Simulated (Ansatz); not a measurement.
# Zn33S31: the cost of one run

Program: Ansatz 0.2.0, PAW, plane waves. These are calculated values, not measurements.

## 1. The starting cell

64 atoms (33 Zn, 31 S); a = 10.713 Å, b = 10.713 Å, c = 10.713 Å, α = 90.00°, β = 90.00°, γ = 90.00°. All atoms were shaken off their sites by about 0.02 Å along each axis. Defect site 1: (0.625, 0.625, 0.625).

The runs, in order: (2) PBEsol relaxation at the single k point (¼, ¼, ¼), on 1 × NVIDIA H100 80GB HBM3 with 4 threads of AMD EPYC 7R13; (3) HSE06 single point at the single k point (¼, ¼, ¼), on 1 × NVIDIA H100 80GB HBM3 with 4 threads of AMD EPYC 7R13; (4) r²SCAN single point at the single k point (¼, ¼, ¼), on 1 × NVIDIA H100 80GB HBM3 with 4 threads of AMD EPYC 7R13.

## 2. Relaxing the atoms with PBEsol

Input file in.yaml:

```yaml
crystal:
  lattice:
    - [10.712536, 0.000000, 0.000000]
    - [0.000000, 10.712536, 0.000000]
    - [0.000000, 0.000000, 10.712536]
  atoms:
    - { symbol: Zn, position: [0.001741, 0.003300, 0.000950] }
    - { symbol: Zn, position: [0.997042, 0.000028, 0.503380] }
    - { symbol: Zn, position: [0.002228, 0.501062, 0.000409] }
    - { symbol: Zn, position: [0.999924, 0.499905, 0.499169] }
    - { symbol: Zn, position: [0.497170, 0.000390, 0.998024] }
    - { symbol: Zn, position: [0.501619, 0.003476, 0.499716] }
    - { symbol: Zn, position: [0.498447, 0.499353, 0.000688] }
    - { symbol: Zn, position: [0.499795, 0.500069, 0.502056] }
    - { symbol: Zn, position: [0.625097, 0.622538, 0.625114] }
    - { symbol: Zn, position: [0.248642, 0.250499, 0.996818] }
    - { symbol: Zn, position: [0.250411, 0.248305, 0.498682] }
    - { symbol: Zn, position: [0.249015, 0.749955, 0.999273] }
    - { symbol: Zn, position: [0.249820, 0.751094, 0.499126] }
    - { symbol: Zn, position: [0.747011, 0.250661, 0.997852] }
    - { symbol: Zn, position: [0.749916, 0.254779, 0.498620] }
    - { symbol: Zn, position: [0.750512, 0.752015, 0.000469] }
    - { symbol: Zn, position: [0.749602, 0.749312, 0.496550] }
    - { symbol: Zn, position: [0.248937, 0.999919, 0.248403] }
    - { symbol: Zn, position: [0.250944, 0.001467, 0.749708] }
    - { symbol: Zn, position: [0.250892, 0.499431, 0.248427] }
    - { symbol: Zn, position: [0.251195, 0.498504, 0.749008] }
    - { symbol: Zn, position: [0.752709, 0.001182, 0.252986] }
    - { symbol: Zn, position: [0.745104, 0.000951, 0.750276] }
    - { symbol: Zn, position: [0.751133, 0.500258, 0.253151] }
    - { symbol: Zn, position: [0.751778, 0.497827, 0.747868] }
    - { symbol: Zn, position: [0.001599, 0.249423, 0.250229] }
    - { symbol: Zn, position: [0.999812, 0.251040, 0.752073] }
    - { symbol: Zn, position: [0.999172, 0.752655, 0.249656] }
    - { symbol: Zn, position: [0.000583, 0.749507, 0.748340] }
    - { symbol: Zn, position: [0.498904, 0.249879, 0.249880] }
    - { symbol: Zn, position: [0.501965, 0.247919, 0.751955] }
    - { symbol: Zn, position: [0.498018, 0.750668, 0.248175] }
    - { symbol: Zn, position: [0.496261, 0.748444, 0.750096] }
    - { symbol: S, position: [0.126236, 0.126103, 0.123591] }
    - { symbol: S, position: [0.124325, 0.127825, 0.628895] }
    - { symbol: S, position: [0.123111, 0.624788, 0.127243] }
    - { symbol: S, position: [0.124062, 0.623109, 0.624479] }
    - { symbol: S, position: [0.624793, 0.123946, 0.125675] }
    - { symbol: S, position: [0.621836, 0.122839, 0.620812] }
    - { symbol: S, position: [0.625494, 0.621813, 0.124997] }
    - { symbol: S, position: [0.375716, 0.375483, 0.120516] }
    - { symbol: S, position: [0.370825, 0.377524, 0.623792] }
    - { symbol: S, position: [0.377242, 0.877216, 0.124533] }
    - { symbol: S, position: [0.374230, 0.875696, 0.624942] }
    - { symbol: S, position: [0.878696, 0.372907, 0.128753] }
    - { symbol: S, position: [0.873822, 0.371209, 0.626787] }
    - { symbol: S, position: [0.872346, 0.876253, 0.123984] }
    - { symbol: S, position: [0.876472, 0.876740, 0.621869] }
    - { symbol: S, position: [0.375780, 0.124221, 0.375173] }
    - { symbol: S, position: [0.375383, 0.125824, 0.871348] }
    - { symbol: S, position: [0.372495, 0.625983, 0.375532] }
    - { symbol: S, position: [0.374524, 0.625816, 0.874402] }
    - { symbol: S, position: [0.873758, 0.126157, 0.374124] }
    - { symbol: S, position: [0.875776, 0.127357, 0.874928] }
    - { symbol: S, position: [0.873010, 0.624072, 0.374618] }
    - { symbol: S, position: [0.874044, 0.625384, 0.874365] }
    - { symbol: S, position: [0.122496, 0.374100, 0.377018] }
    - { symbol: S, position: [0.124786, 0.376630, 0.877690] }
    - { symbol: S, position: [0.125540, 0.877829, 0.375108] }
    - { symbol: S, position: [0.126658, 0.875205, 0.875118] }
    - { symbol: S, position: [0.625339, 0.373714, 0.375583] }
    - { symbol: S, position: [0.623222, 0.376492, 0.876818] }
    - { symbol: S, position: [0.626721, 0.874831, 0.374428] }
    - { symbol: S, position: [0.627539, 0.877425, 0.873442] }
  symmetry: { detect: false }
kpoints:
  mp_grid: { grid: [1, 1, 1], shift: [0.25, 0.25, 0.25] }
hamiltonian:
  xc: pbesol
scf:
  occupations: { method: fermi_dirac, width: 0.01 }
relax:
  f_tol: 0.03
  max_steps: 80
  escape_saddle: false
  adjacent_minimum: "off"
output:
  forces: true
  eigenvalues: true
  populations: true
```

On the command line:

```console
$ ansatz run in.yaml --threads 4 --pin off --max-ram 42750MiB --runs-dir r --events-out ev --progress --plain --backend cuda --devices 0, --max-vram 37GiB
```

Q: Estimate wall time and peak memory on 1 × NVIDIA H100 80GB HBM3 with 4 threads of AMD EPYC 7R13, shared host.

About 22 s, with a peak of 1.5 GiB on the host.
